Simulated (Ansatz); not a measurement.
I need a relaxation of cell and ions of KTiO2F, space group P4/mmm. Use the Python package of Ansatz (0.2.0). Use: PBEsol, PAW, the default cutoff (420 eV here), 5×5×5 k-points, fixed occupations.

```
K Ti O F
1.0
     3.87551    0.00000    0.00000
     0.00000    3.87551    0.00000
     0.00000    0.00000    4.18480
K Ti O F
1 1 2 1
Direct
  0.00000 0.00000 0.00000
  0.50000 0.50000 0.50000
  0.50000 0.00000 0.50000
  0.00000 0.50000 0.50000
  0.50000 0.50000 0.00000
```

The script, `vcrelax_ktio2f.py`:
```python
'''Cell relaxation of KTiO2F.'''

import ansatz as az
from ase import Atoms
from ase.io import write
import numpy as np

def edges_and_angles(cell):
    cell = np.asarray(cell)
    a, b, c = np.linalg.norm(cell, axis=1)
    cosines = cell[1] @ cell[2] / (b * c), cell[0] @ cell[2] / (a * c), cell[0] @ cell[1] / (a * b)
    return (a, b, c, *np.degrees(np.arccos(cosines)))


def main() -> None:
    structure = (
        az.Lattice.from_parameters(3.875514, 3.875514, 4.184804, alpha=90, beta=90, gamma=90)
        .space_group(123, hermann_mauguin='P4/mmm')
        .atom('K', (0.0, 0.0, 0.0))
        .atom('Ti', (0.5, 0.5, 0.5))
        .atom('O', (0.5, 0.0, 0.5))
        .atom('F', (0.5, 0.5, 0.0))
    )

    # part of the cell is held
    setup = (
        structure.calculation()
        .functional(az.Functional.PBESOL)
        .kpoints(5, 5, 5)
        .pseudopotentials('paw')
        .occupations('fixed')
        .relax(fix_cell=['a', 'angles'], stress_tolerance=0.05)
    )
    steps = []


    def follow(event):
        if event['event'] != 'relax_step':
            return
        row = event['data']
        steps.append(row)
        print(f'step {row["step"]:3d}  E = {row["lagrangian_ev"]:.5f} eV  largest force component = {row["allowed_force_max_ev_ang"]:.4f} eV/A  P = {row["pressure_gpa"]:.3f} GPa')


    result = setup.session().plan(threads=1).execute(on_event=follow)
    summary = result.report

    first, last = steps[0], steps[-1]
    symbols = [site.symbol for site in result.lattice.sites]
    print(f'energy gained {first["lagrangian_ev"] - last["lagrangian_ev"]:.4f} eV in {len(steps) - 1} steps')
    for label, vectors in (('before', first['cell_ang']), ('after', result.lattice.cell_ang)):
        print(label, 'a b c (A) {:.4f} {:.4f} {:.4f}  angles {:.2f} {:.2f} {:.2f}'.format(*edges_and_angles(vectors)), f' V = {abs(np.linalg.det(vectors)):.3f} A^3')
    print('final stress xx yy zz (GPa, compression positive):', np.round(np.diag(summary['stress_gpa']), 3) + 0.0)

    relaxed = Atoms(symbols, positions=[site.position_ang for site in result.lattice.sites], cell=result.lattice.cell_ang, pbc=True)
    write('relaxed.extxyz', relaxed, format='extxyz')

    print('relaxed fractional positions')
    for site in result.lattice.sites:
        print(f'  {site.symbol:2s}', ' '.join(f'{v % 1:8.5f}' for v in np.round(site.position_frac, 5)))

    print(f'free energy      {summary["free_energy_ev"]:.5f} eV')
    print(f'per atom         {summary["free_energy_ev"] / len(result.lattice.sites):.5f} eV')
    print(f'SCF iterations   {summary["n_iterations"]}  (converged: {summary["converged"]})')


if __name__ == '__main__':
    main()
```

`python vcrelax_ktio2f.py` gives:
```text
DeckWarning: basis.ecutwfc = 420 eV, auto-derived from the records' recommended cutoffs: set by K (normal level)
DeckWarning: crystal.symmetry: narrowed to the stabiliser of the fixed cell quantities (relax.cell.fix) — unitary ops 16 → 8. The narrowing is safe, since a smaller group never makes results wrong: [...]
step   1  E = -5918.42955 eV  largest force component = 0.0000 eV/A  P = -4.979 GPa
step   2  E = -5918.46095 eV  largest force component = 0.0000 eV/A  P = -2.377 GPa
step   3  E = -5918.46705 eV  largest force component = 0.0000 eV/A  P = -0.955 GPa
step   4  E = -5918.46692 eV  largest force component = 0.0000 eV/A  P = -1.077 GPa
step   5  E = -5918.46098 eV  largest force component = 0.0000 eV/A  P = -1.270 GPa
step   6  E = -5918.46137 eV  largest force component = 0.0000 eV/A  P = -1.094 GPa
step   7  E = -5918.46104 eV  largest force component = 0.0000 eV/A  P = -1.099 GPa
energy gained 0.0315 eV in 6 steps
before a b c (A) 3.8755 3.8755 4.1848  angles 90.00 90.00 90.00  V = 62.854 A^3
after a b c (A) 3.8755 3.8287 4.0985  angles 90.00 90.00 90.00  V = 60.814 A^3
final stress xx yy zz (GPa, compression positive): [-3.276 -0.008 -0.012]
relaxed fractional positions
  K   0.00000  0.00000  0.00000
  Ti  0.50000  0.50000  0.50000
  O   0.50000  0.00000  0.50000
  O   0.00000  0.50000  0.50000
  F   0.50000  0.50000  0.00000
free energy      -5918.46104 eV
per atom         -1183.69221 eV
SCF iterations   8  (converged: True)
```
(Warnings from the package without file and line, shortened.)

File `relaxed.extxyz` afterwards:
```text
5
Lattice="3.875514 -1.4333487438080753e-18 -2.4484176294786905e-18 2.3587344201372967e-16 3.8286972771765364 -1.0150688856706151e-18 2.5360152467512547e-16 2.520537858315855e-16 4.0984503996095105" Properties=species:S:1:pos:R:3 pbc="T T T"
K        0.00000000      -0.00000000      -0.00000000
Ti       1.93775700       1.91434864       2.04922520
O        1.93775700       0.00000000       2.04922520
O        0.00000000       1.91434864       2.04922520
F        1.93775700       1.91434864      -0.00000000
```

Notes:
- Total energies depend on the potentials; only differences at equal settings carry meaning.
- The run is spin-unpolarised.
- Forces vanish by symmetry, so the ions can't move, and the end may be a saddle.
- Part of the cell is held or a pressure is applied, so the end point needn't be the zero-pressure lattice.
- With fixed filling the reported Fermi level is the top filled level among the k-points of the SCF.
- Energies along a relaxation are free energies. Rows at an unchanged volume are solved on a plane-wave basis chosen afresh for that cell, so the energy jumps there and such rows are no steps of the walk.
- The cell relaxed to the group Pmmm; tensors and edges are in the axes of the typed cell.
- This cell is a computed structure, which may not be the phase found in nature.
- Hardware and time: 15 s on 1 thread of Arm Neoverse V2, on a shared host, peak memory 0.48 GiB.

(A comment or docstring line of the script was reworded after the run, the code is as it ran; lines on the test bed's own set-up are left out of the output.)
